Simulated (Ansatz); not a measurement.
GdO:

```
Gd O
1.0
     3.11330    0.00000    0.00000
    -1.55665    2.69620    0.00000
     0.00000    0.00000    3.03843
Gd O
1 1
Direct
  0.00000 0.00000 0.00000
  0.66667 0.33333 0.50000
```

The cell comes from a database or a generator and needn't be the stable form of this composition.

Program: Ansatz 0.2.0. Alike in all runs: task single point; potentials or basis Ansatz PAW; spin collinear, ferromagnetic start; cell as given; k mesh 5 × 5 × 5; smearing fermi-dirac 0.05 eV; the mesh is coarse, so values aren't converged.

Task: Order these runs on this cell by their pressure, lowest first.
A. level PBEsol0; cutoff (eV) 420
B. level B3LYP; cutoff (eV) 420
C. level r2SCAN0; cutoff (eV) 500

Result: A (27.4 GPa), C (32.9 GPa), B (37.5 GPa).

Caveats: all runs use coarse meshes; the magnetic or orbital state may not be the lowest; a cell with one magnetic atom can't hold antiferromagnetic order, which such compounds often take; the PAW data sets come from PBE, with cores solved anew for the run's functional, which leaves a small shift of forces and pressure; the thresholds are loose for stress; a pressure of tens of GPa on the cell as given is suspect, and the run, the potentials or the cell itself is likely at fault (some runs); so large a pressure means that the cell lies far from this level's equilibrium, or that cutoff or potentials fall short (some runs).
